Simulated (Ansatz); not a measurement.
# ClH₂PSSi: basis-set convergence

An exercise on one series of results from a longer session: the logs are not shown, and one member is left open.

The runs use Ansatz 0.2.0, Gaussian basis; one geometry, several basis sets.

Levels to be run: PBE0-D4/def2-SVP; ωB97M-V/def2-SVP; PBE0-D4/def2-QZVPP; ωB97M-V/def2-QZVPP; the functionals' def2-TZVPP values are taken from earlier runs.

## The relaxed structure

All runs share one geometry, relaxed beforehand with PBE0-D4 in a triple-zeta def2 set.

SMILES `Cl[SiH]1PS1`, 6 atoms, charge 0, spin multiplicity 1.

Atoms are counted from 1 here; the program's logs count them from 0.

Bond lengths: Cl1–Si2 2.039 Å, Si2–P3 2.200 Å, Si2–S4 2.083 Å, Si2–H5 1.473 Å, P3–S4 2.198 Å, P3–H6 1.427 Å. Angles: Cl1–Si2–P3 120.9°, Cl1–Si2–S4 119.0°, Cl1–Si2–H5 108.7°, P3–Si2–S4 61.7°, P3–Si2–H5 121.6°, S4–Si2–H5 118.3°, Si2–P3–S4 56.6°, Si2–P3–H6 92.1°, S4–P3–H6 97.1°, Si2–S4–P3 61.8°.

The first run:

The input, in.yaml:

```yaml
crystal:
  periodic: [false, false, false]
  atoms:
    - {symbol: Cl, position_ang: [-1.703547, 0.977335, -1.052595]}
    - {symbol: Si, position_ang: [0.104189, 0.111690, -0.680308]}
    - {symbol: P, position_ang: [0.873056, -0.060798, 1.373380]}
    - {symbol: S, position_ang: [0.157041, -1.775515, 0.200002]}
    - {symbol: H, position_ang: [0.998371, 0.376213, -1.819985]}
    - {symbol: H, position_ang: [-0.386910, 0.306975, 1.933305]}
basis:
  gaussian: {orbitals: def2-SVP}
hamiltonian: {xc: pbe0, dispersion: d4}
output: {orbitals: {seedname: orbitals}}
```

The run is started by

```console
$ ansatz run in.yaml --threads 2 --pin off --events-out ev --progress --plain --max-ram 4352MiB
```

Steps of the session up to this table: PBE0-D4 in def2-SVP; ωB97M-V in def2-SVP; PBE0-D4 in def2-QZVPP; ωB97M-V in def2-QZVPP.

One table of the session follows, with a row left open; its other results are not shown here.

| functional | basis | HOMO (eV) |
| --- | --- | --- |
| PBE0-D4 | def2-SVP | ? |
| PBE0-D4 | def2-TZVPP | -7.29 |
| PBE0-D4 | def2-QZVPP | -7.32 |
| ωB97M-V | def2-SVP | -9.27 |
| ωB97M-V | def2-TZVPP | -9.33 |
| ωB97M-V | def2-QZVPP | -9.37 |

Estimate the missing values for PBE0-D4, def2-SVP.

**Answer.** HOMO (eV): -7.26. In the column «HOMO (eV)» it is the highest.
